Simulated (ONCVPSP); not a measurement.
**Ca: generating and testing an ONCV potential**

Aim: build the potential from the settings below, then test how well it stands in for the atom: other configurations, scattering, ghost states and the plane-wave cutoff that it needs.

Program: ONCVPSP 4.0.1. Reference atom: PBE, scalar-relativistic, spherical and spin-unpolarised. All values are calculated.

**1. The atom and the settings**

The settings as typed:

| Property | Result |
| --- | --- |
| element | calcium (Ca, Z = 20) |
| type | optimised norm-conserving Vanderbilt (ONCV) |
| frozen core | [Ne] |
| valence charge | 10 |
| reference configuration | 3s2 3p6 4s2 |
| partial waves | 3s+4s: rc 1.80 bohr, ncon 4, nbas 7, qcut 8 1/bohr, 2 projectors; 3p: rc 1.40 bohr, ncon 4, nbas 8, qcut 12.2 1/bohr, 2 projectors, debl 1.5 Ha; d scattering state at 0.35 Ha: rc 1.90 bohr, ncon 4, nbas 7, qcut 4.7 1/bohr, 2 projectors, debl 1.9 Ha |
| local potential | polynomial inside 1.40 bohr (lpopt 5, dvloc0 -1 Ha) |
| core correction | Teter function, fcfact 3.75, rcfact 1.65 |

The outer shells as boxes (Hund's rule for the drawing; the calculation is spin-unpolarised):

```
[Ne] core
3s [↑↓]
3p [↑↓][↑↓][↑↓]
4s [↑↓]
```

The nodes and maxima of the atom's own shells, from an earlier all-electron run, set the scale for the radii.

All-electron outer shells of the reference configuration (PBE, scalar-relativistic, ld1.x):

| shell | level (eV) | outermost node (bohr) | outermost maximum (bohr) |
| --- | --- | --- | --- |
| 3s | -47.09 | 0.45 | 0.99 |
| 3p | -28.01 | 0.42 | 1.04 |
| 4s | -3.77 | 1.43 | 3.42 |
| 3d | -1.95 | – | 1.27 |
| 4p | -1.40 | 1.63 | 4.39 |

**2. The generation run**

Contents of Ca.dat:

```
# ATOM AND REFERENCE CONFIGURATION
# atsym  z   nc   nv     iexc    psfile
  Ca 20.00    3    3        4      upf
#
#   n    l    f
    1    0    2.00
    2    0    2.00
    2    1    6.00
    3    0    2.00
    3    1    6.00
    4    0    2.00
#
# PSEUDOPOTENTIAL AND OPTIMIZATION
# lmax
    2
#
#   l,   rc,      ep,       ncon, nbas, qcut
    0    1.80    0.00    4    7    8.00
    1    1.40    0.00    4    8   12.20
    2    1.90    0.35    4    7    4.70
#
# LOCAL POTENTIAL
# lloc, lpopt,  rc(5),   dvloc0
    4    5    1.40   -1.00
#
# VANDERBILT-KLEINMAN-BYLANDER PROJECTORs
# l, nproj, debl
    0    2    2.50
    1    2    1.50
    2    2    1.90
#
# MODEL CORE CHARGE
# icmod, fcfact, rcfact
    3    3.75    1.65
#
# LOG DERIVATIVE ANALYSIS
# epsh1, epsh2, depsh
   -3.00    5.00    0.02
#
# OUTPUT GRID
# rlmax, drl
    6.00    0.01
#
# TEST CONFIGURATIONS
# ncnf
    4
# nvcnf
#   n    l    f
    3
    3    0    2.00
    3    1    6.00
    4    0    1.00
#
    3
    3    0    2.00
    3    1    6.00
    4    0    0.00
#
    3
    3    0    2.00
    3    1    6.00
    4    0    1.50
#
    4
    3    0    2.00
    3    1    6.00
    4    0    0.00
    4    1    1.00
#
```

On the command line:

```sh
oncvpsp.x < Ca.dat > Ca.out
```

**Question.** What will these runs give? Wanted: cutoffs for 1 and 0.1 mHa per electron, occupied waves; bound ghosts; GHOST(+) flags; largest test error; largest phase difference near zero energy, channels read; rms error of d²Exc/dn², without and with the model core; projector energies reset by the program.

As calculated:

| quantity | value |
| --- | --- |
| cutoffs for 1 and 0.1 mHa per electron, occupied waves | 30 Ha and 41 Ha |
| bound ghosts | none found |
| GHOST(+) flags | none at low energy |
| largest test error (AE − PS) | -1.7 meV, for 3s2 3p6 4s0 |
| largest phase difference near zero energy, channels read | 0.001 rad |
| rms error of d²Exc/dn², without and with the model core | 1.46 and 2.37 mHa |
| projector energies reset by the program | d: -0.072, 1.828 Ha |

In words: The worst unpolarised test, 3s2 3p6 4s0, is off by 1.7 meV on 18.1 eV; by total energies transferability rates as very good. By its cutoff, 30 Ha for the looser tolerance, it is of middling hardness. At the looser tolerance the 3p wave is the slowest; 3s needs 18 Ha. That counts occupied waves only; other projectors can need more. The program's ghost test flags no bound state. Near zero energy the phases of the channels with partial waves agree within 0.001 rad. All of this concerns the isolated atom, not yet a solid.
